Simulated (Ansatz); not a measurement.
# HfTi2Ge3: the cost of one run

Method: DFT PBE, scalar-relativistic, plane waves, PAW, unless a step names another level, in Ansatz 0.2.0.

15 further runs of the same task are left out: 2 that didn't finish, 13 set aside as unsound or not needed.

### 1 The formula and the candidates

Pauling electronegativities: Hf 1.30, Ti 1.54, Ge 2.01 (spread 0.71). The formula balances with common oxidation states: Ti +4, Hf +4, Ge -4, a formal count that means little at so small a spread. Tabulated atomic sizes suggest about 17 Å³/atom. 26 candidates were drawn, by swapping species into database cells of other compounds, at random by space group and Wyckoff sites, or by hand, as the table says:

```
name                                              made from  space group no.                    Wyckoff sites  atoms (primitive cell)  V (Å³/atom)
 c01                              database cell of Hf2GaSb3              115          Hf 1b; Ti 2g; Ge 2g, 1a                       6         15.8
 c02                              database cell of MnAl2Cr3               99  Hf 1b; Ti 1a, 1b; Ge 1a, 1a, 1b                       6         18.3
 c03        built by hand: CsCl-type, tripled layered order              123          Hf 1a; Ti 2g; Ge 2h, 1d                       6         16.8
 c04                              database cell of Li3MnAs2              115      Hf 1d; Ti 2g; Ge 1b, 1a, 1c                       6         20.1
 c05  built by hand: NaCl-type with MoPt2-like cation order               71          Hf 2a; Ti 4i; Ge 4j, 2d                       6         16.8
 c06                                                 random               65      Hf 2a; Ti 2b, 2d; Ge 4j, 2c                       6         18.4
 c07   built by hand: CrB-type, metal order tripled along a               63          Hf 4c; Ti 8g; Ge 4c, 8g                      12         16.8
 c08                              database cell of CeAl2Pt3              191              Hf 1a; Ti 2c; Ge 3g                       6         17.1
 c09                                                 random              191          Hf 1a; Ti 2d; Ge 1b, 2e                       6         19.2
 c10                                                 random              191              Hf 1a; Ti 2e; Ge 3f                       6         20.3
 c11                                                 random              123      Hf 1a; Ti 1b, 1d; Ge 2f, 1c                       6         21.1
 c12                                                 random              123      Hf 1d; Ti 1b, 1a; Ge 2e, 1c                       6         19.8
 c13                                                 random              191          Hf 1b; Ti 2c; Ge 2d, 1a                       6         19.6
 c14                               database cell of SrCu2O3               65          Hf 2d; Ti 4i; Ge 4i, 2b                       6         16.8
 c15                                database cell of Ba2H3I              164          Hf 1a; Ti 2d; Ge 2d, 1b                       6         17.9
 c16                                                 random              123          Hf 1d; Ti 2h; Ge 2f, 1a                       6         18.2
 c17                                                 random               99      Hf 1b; Ti 1a, 1b; Ge 2c, 1a                       6         21.5
 c18   built by hand: CrB-type, metal order tripled along c               63          Hf 4c; Ti 8f; Ge 8f, 4c                      12         16.8
 c19                                                 random              139          Hf 2b; Ti 4c; Ge 2a, 4d                       6         20.6
 c20                                                 random              191          Hf 1b; Ti 2e; Ge 2d, 1a                       6         17.0
 c21                                                 random              191              Hf 1a; Ti 2d; Ge 3f                       6         18.6
 c22                                                 random              139          Hf 2b; Ti 4c; Ge 4e, 2a                       6         21.5
 c23                                                 random              123      Hf 1c; Ti 1b, 1a; Ge 2e, 1d                       6         18.7
 c24                                                 random              187          Hf 1b; Ti 1f, 1e; Ge 3j                       6         19.2
 c25                                                 random              115          Hf 1c; Ti 2g; Ge 2e, 1a                       6         17.7
 c26                                                 random              191              Hf 1b; Ti 2d; Ge 3g                       6         18.7
```

### 2 Screening run of c01

Input file input.yaml:

```yaml
crystal:
  lattice:
    - [3.49549742, 0.0, 0.0]
    - [0.0, 3.49549742, 0.0]
    - [0.0, 0.0, 7.76493206]
  atoms:
    - { symbol: Hf, position: [0.5, 0.5, 0.0] }
    - { symbol: Ti, position: [0.5, 0.0, 0.7398749] }
    - { symbol: Ti, position: [0.0, 0.5, 0.2601251] }
    - { symbol: Ge, position: [0.5, 0.0, 0.38354135] }
    - { symbol: Ge, position: [0.0, 0.5, 0.61645865] }
    - { symbol: Ge, position: [0.0, 0.0, 0.0] }
basis:
  ecutwfc: 420
kpoints:
  mp_grid: { grid: [5, 5, 2] }
hamiltonian:
  xc: pbe
scf:
  occupations: { method: gaussian, width: 0.2 }
  lower_state_search: "off"
output:
  forces: true
  stress: true
  eigenvalues: true
relax:
  adjacent_minimum: "off"
  f_tol: 0.08
  max_steps: 16
  cell: { stress_tol: 0.8 }
```

Command:

```console
ansatz run input.yaml --threads 1 --pin off --max-ram 2560MiB --backend cpu --events-out ev --progress --plain --runs-dir out
```

What time and memory should one allow on 1 thread of Intel Xeon Platinum 8375C at 2.90GHz (Ice Lake), shared host?

About 73 s, with a peak of 0.46 GiB.
